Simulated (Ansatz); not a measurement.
# C4H9GaS: taking an electron away

Aim: the vertical ionisation energy of C4H9GaS, as cation minus neutral at the neutral's geometry, on several levels, and how well −ε(HOMO) stands in for it.

Computed with Ansatz 0.2.0, Gaussian basis. Level: unrestricted cation, the program's frozen cores in correlated methods.

Plan: UKS PBE-D4/def2-TZVPP; UKS r2SCAN-D4/def2-TZVPP; UKS PBE0-D4/def2-TZVPP; UKS B3LYP-D4/def2-TZVPP; UKS wB97X-V/def2-TZVPP; UKS wB97M-V/def2-TZVPP; UKS B2PLYP/def2-TZVPP; UHF-CCSD(T)/def2-TZVPP; UHF-MP2/def2-QZVPP; extrapolation to the limit; then −ε(HOMO) from the neutral's earlier runs with LDA (SPW92), PBE-D4, revPBE-D4, BLYP-D4, r2SCAN-D4, B97M-V, PBE0-D4, B3LYP-D4, r2SCANh-D4, r2SCAN0-D4, HSE06-D4, BHLYP-D4, CAM-B3LYP-D4, LC-ωPBE, ωB97X-V, ωB97M-V.

### Step 1. The geometry

An earlier PBE0-D4 in a triple-zeta def2 set relaxation fixed the geometry.

SMILES `C=[C]([GaH2])CSC`, 15 atoms, charge 0, spin multiplicity 1.

Atoms are counted from 1 here; the program's logs count them from 0.

Bond lengths: C1–C2 1.327 Å, C1–H7 1.085 Å, C1–H8 1.090 Å, C2–Ga3 2.002 Å, C2–C4 1.499 Å, Ga3–H9 1.573 Å, Ga3–H10 1.573 Å, C4–S5 1.827 Å, C4–H11 1.095 Å, C4–H12 1.095 Å, S5–C6 1.798 Å, C6–H13 1.091 Å, C6–H14 1.090 Å, C6–H15 1.090 Å. Angles: C2–C1–H7 121.8°, C2–C1–H8 122.2°, H7–C1–H8 116.0°, C1–C2–Ga3 134.3°, C1–C2–C4 122.6°, Ga3–C2–C4 102.3°, C2–Ga3–H9 120.0°, C2–Ga3–H10 117.4°, H9–Ga3–H10 121.5°, C2–C4–S5 105.1°, C2–C4–H11 111.6°, C2–C4–H12 116.4°, S5–C4–H11 103.7°, S5–C4–H12 110.7°, H11–C4–H12 108.5°, C4–S5–C6 100.1°, S5–C6–H13 110.1°, S5–C6–H14 107.3° and more.

### Step 2. Cation, UKS PBE-D4/def2-TZVPP

Contents of in.yaml:

```yaml
crystal:
  periodic: [false, false, false]
  atoms:
    - {symbol: C, position_ang: [0.316615, -1.952182, 0.852256]}
    - {symbol: C, position_ang: [0.659994, -0.888210, 0.136647]}
    - {symbol: Ga, position_ang: [1.687199, 0.785251, 0.526093]}
    - {symbol: C, position_ang: [0.058482, -0.587944, -1.203534]}
    - {symbol: S, position_ang: [-0.215735, 1.218340, -1.209047]}
    - {symbol: C, position_ang: [-1.575768, 1.332970, -0.038310]}
    - {symbol: H, position_ang: [0.736986, -2.141151, 1.835026]}
    - {symbol: H, position_ang: [-0.393759, -2.693921, 0.486030]}
    - {symbol: H, position_ang: [1.345763, 1.638004, 1.802971]}
    - {symbol: H, position_ang: [2.997241, 1.041314, -0.305672]}
    - {symbol: H, position_ang: [0.778966, -0.744169, -2.012697]}
    - {symbol: H, position_ang: [-0.864798, -1.120530, -1.453761]}
    - {symbol: H, position_ang: [-1.360443, 0.733687, 0.847432]}
    - {symbol: H, position_ang: [-1.670761, 2.380532, 0.245881]}
    - {symbol: H, position_ang: [-2.499971, 0.998011, -0.509325]}
basis:
  gaussian: {orbitals: def2-TZVPP}
total_charge: 1
magnetization: {spin_polarized: true, initial_magnetization: 1}
hamiltonian: {xc: pbe, dispersion: d4}
```

Launch:

```
> ansatz run in.yaml --threads 2 --pin off --events-out ev --progress --plain --max-ram 32768MiB --backend cuda --devices 0, --max-vram 18GiB
```

The runs that follow: Cation, UKS r2SCAN-D4/def2-TZVPP; Cation, UKS PBE0-D4/def2-TZVPP; Cation, UKS B3LYP-D4/def2-TZVPP; Cation, UKS wB97X-V/def2-TZVPP; Cation, UKS wB97M-V/def2-TZVPP; Cation, UKS B2PLYP (frozen core)/def2-TZVPP; Cation, UHF-CCSD(T)/def2-TZVPP; Cation, UHF-MP2/def2-QZVPP.

Before running them: what should the planned runs give, taken together? Wanted: ionisation energy, CCSD(T)/CBS; nearest functional by difference; nearest −ε(HOMO); −ε(HOMO) of PBE; T1 of the cation.

**Answer**, as computed:

| quantity | value |
| --- | --- |
| ionisation energy, CCSD(T)/CBS | 9.51 eV |
| nearest functional by difference | ωB97X-V (-0.24 eV) |
| nearest −ε(HOMO) | ωB97X-V (+0.03 eV) |
| −ε(HOMO) of PBE | 6.12 eV |
| T1 of the cation | 0.035 |

What this shows: Energy differences with functionals land within 0.77 eV of the reference. −ε(HOMO) of PBE misses by 3.4 eV, since self-interaction lifts the level. Among orbital estimates ωB97X-V comes nearest. Hartree-Fock falls 1.56 eV short, as the neutral has more correlation energy than the cation. The cation's T1 (from the report) is 0.035, near the customary mark of 0.045 for open shells, so the coupled-cluster value is less safe. Correlated methods include outer-core shells of Ga, which these sets cover unevenly. With outer-core shells in play the reference is unsure by up to some tenths of an eV, so close misses can't be ranked.
